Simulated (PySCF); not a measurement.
# C5H5O2: the cost of one run

Programs: PySCF 2.14.0, with routines of our own; each step states its level. All values are computed. Atoms count from 0.

### Step 1. The starting structure

12 atoms, charge -1, multiplicity 1; geometry from: GFN2-xTB.

### Step 2. Geometry optimisation at PBE0-D3(BJ)/def2-SVP

What the job is given:

```
{"job": {"xc": "PBE0", "basis": "def2-SVP", "d3": "d3bj", "grid": 2, "kind": "geom"}, "charge": -1, "multiplicity": 1}
O     -3.332174     0.334210     0.704149
C     -2.106748     0.355458     0.533636
C     -1.346184    -0.593816    -0.168135
C      0.025954    -0.566582    -0.356595
C      0.957550     0.359101     0.076455
C      2.323012     0.223657    -0.212052
O      3.246834     0.976327     0.116047
H     -1.527307     1.198342     0.969113
H     -1.900842    -1.421745    -0.597360
H      0.438644    -1.396141    -0.931522
H      0.652111     1.219185     0.654934
H      2.570350    -0.688681    -0.814696
```

On the command line:

```
$ OMP_NUM_THREADS=1 python excited_run.py task.json out
```

One launch serves the whole session: the jobs run in the order shown.

**Question.** How long does this first job take on 1 thread of Arm Neoverse V1, shared host, and how much memory does it need?

About 44 s, with a peak of 0.61 GiB.
